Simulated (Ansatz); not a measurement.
# F3Ga: the cost of one run

Computed with Ansatz 0.2.0 through its Python package. Level of theory: PBE0+D3(BJ)/def2-SVP.

### 1 Starting point

Bond lengths: F1–Ga2 1.864 Å, Ga2–F3 1.645 Å, Ga2–F4 1.882 Å. Angles: F1–Ga2–F3 156.0°, F1–Ga2–F4 99.0°, F3–Ga2–F4 99.4°.

The script holds or builds the structure itself.

### 2 Script

File freq_f3ga.py:

```python
# -*- coding: utf-8 -*-
'''Vibrations of F3Ga.'''

from dataclasses import dataclass
import itertools

import ansatz as az
from ase.data import atomic_numbers, covalent_radii
import numpy as np


@dataclass
class Options:
    basis: str = 'def2-SVP'
    xc: str = 'pbe0'
    vdw: str = 'd3bj'


settings = Options()

GEOMETRY = '''
F    -0.28450   -1.80270    0.49940
Ga    0.31300   -0.06620    0.17770
F     0.83030    1.44300    0.57700
F    -0.80330    0.36560   -1.27450
'''

geometry = az.Crystal.molecule()
for line in GEOMETRY.strip().splitlines():
    symbol, *xyz = line.split()
    geometry = geometry.atom(symbol, [float(v) for v in xyz])

base = (
    geometry.calculation()
    .basis(gaussian=settings.basis)
    .functional(settings.xc, dispersion=settings.vdw)
)
symbols = [site.symbol for site in geometry.cartesian_sites]
start = np.array([site.position_ang for site in geometry.cartesian_sites], dtype=float)
r = base.relax(force_tolerance=0.003).run(threads=1).report
end = np.array(r['positions_ang'])

# pairs closer than 1.2 times the sum of covalent radii, before or after
radius = [covalent_radii[atomic_numbers[s]] for s in symbols]
span = lambda where, i, j: np.linalg.norm(where[i] - where[j])
bonded = [(i, j) for i, j in itertools.combinations(range(len(symbols)), 2) if min(span(start, i, j), span(end, i, j)) < 1.2 * (radius[i] + radius[j])]
print('pair        before    after (A)')
for i, j in bonded:
    print(f'{symbols[i]}{i}-{symbols[j]}{j}'.ljust(10), f'{span(start, i, j):8.4f} {span(end, i, j):8.4f}')

# frequencies need a stationary point, so they are taken at the relaxed geometry
minimum = az.Crystal.molecule()
for symbol, place in zip(symbols, end):
    minimum = minimum.atom(symbol, place.tolist())
vibrating = minimum.calculation()
vibrating = vibrating.basis(gaussian=settings.basis)
vibrating = vibrating.functional(settings.xc, dispersion=settings.vdw)
vibrating = vibrating.phonons(temperatures=(200, 600, 100))
vib = vibrating.run(threads=1).report['vibrations']
sums = vib['harmonic_sums']
modes = [m['omega_inv_cm'] for m in sums['modes_at_gamma'] if m['rigid_motion'] == 'no']
print('frequencies (1/cm):', ' '.join(f'{w:.0f}' for w in modes))
print('imaginary modes:', sum(w < 0 for w in modes), ' zero-point energy:', round(sums['zero_point_energy_ev'], 4), 'eV')
print('T (K)   F_vib (eV)   S_vib (meV/K)   C_vib (meV/K)')
for row in zip(sums['temperatures_k'], sums['vibrational_free_energy_ev'], vib['entropy_ev_per_k'], vib['heat_capacity_ev_per_k']):
    print(f'{row[0]:6.1f} {row[1]:11.4f} {1000 * row[2]:13.4f} {1000 * row[3]:15.4f}')
```

### 3 What the engine is handed

The engine receives this input (first run):

```yaml
crystal:
  periodic: [false, false, false]
  atoms:
    - { symbol: F, position_ang: [-0.2845, -1.8027, 0.4994] }
    - { symbol: Ga, position_ang: [0.313, -0.0662, 0.1777] }
    - { symbol: F, position_ang: [0.8303, 1.443, 0.577] }
    - { symbol: F, position_ang: [-0.8033, 0.3656, -1.2745] }
basis:
  gaussian:
    orbitals: def2-SVP
hamiltonian:
  xc: pbe0
  dispersion: d3bj
relax:
  f_tol: 0.003
```

### 4 The run

The run is started by

```bash
$ python freq_f3ga.py
```

Q: Estimate wall time and peak memory on 1 thread of Intel Xeon Platinum 8559C (Emerald Rapids), shared host.

About 24 s, with a peak of 0.24 GiB.
